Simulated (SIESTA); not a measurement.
Crystal: GaGe3.

```xyz
4
Lattice="0.0000 3.3872 3.3872 3.3872 0.0000 3.3872 3.3872 3.3872 0.0000" Properties=species:S:1:pos:R:3 pbc="T T T"
Ge    3.3872    3.3872    3.3872
Ge    5.0808    5.0808    5.0808
Ge    1.6936    1.6936    1.6936
Ga    0.0000    0.0000    0.0000
```

The cell comes from a database or a generator and needn't be the stable form of this composition.

| Quantity | Value |
| --- | --- |
| Program | SIESTA 5.4.2 |
| Task | relaxation of cell and atoms |
| Functional | PBEsol |
| Potentials or basis | PseudoDojo 0.4 standard (PBEsol files) |
| Basis | DZP (energy shift 0.003 Ry; two zetas on semicore shells) |
| Grid cutoff | 800 Ry |
| Energy shift | 0.003 Ry |
| k mesh | 5 × 5 × 5 |
| Occupations | fermi-dirac, width 0.05 eV |
| Spin | no spin polarisation |

At the start: pressure -3.8 GPa; volume 19.43 Å³/atom.

Where does the relaxation end?

Over 4 steps the energy falls by 19.2 meV/atom and the volume is 18.19 Å³/atom (-6.4 %); space group Fm-3m (No. 225, to 0.05 Å).

Step by step:
```tsv
step	energy change (eV)	largest force (eV/Å)	pressure (GPa)	volume (Å³)
1	0.0000	0.0000	-3.79	77.72
2	-0.0093	0.0000	-3.56	77.34
3	-0.0758	0.0001	0.63	72.04
4	-0.0768	0.0001	-0.08	72.76
```

Final structure:
```
Ge Ga
1.0
     0.00033    3.31371    3.31371
     3.31371    0.00033    3.31371
     3.31371    3.31371    0.00033
Ge Ga
3 1
Direct
  0.50000 0.50000 0.50000
  0.75000 0.75000 0.75000
  0.25000 0.25000 0.25000
  0.00000 0.00000 0.00000
```

Caveat: the basis of atomic orbitals isn't converged, which shifts pressures, moduli and gaps.
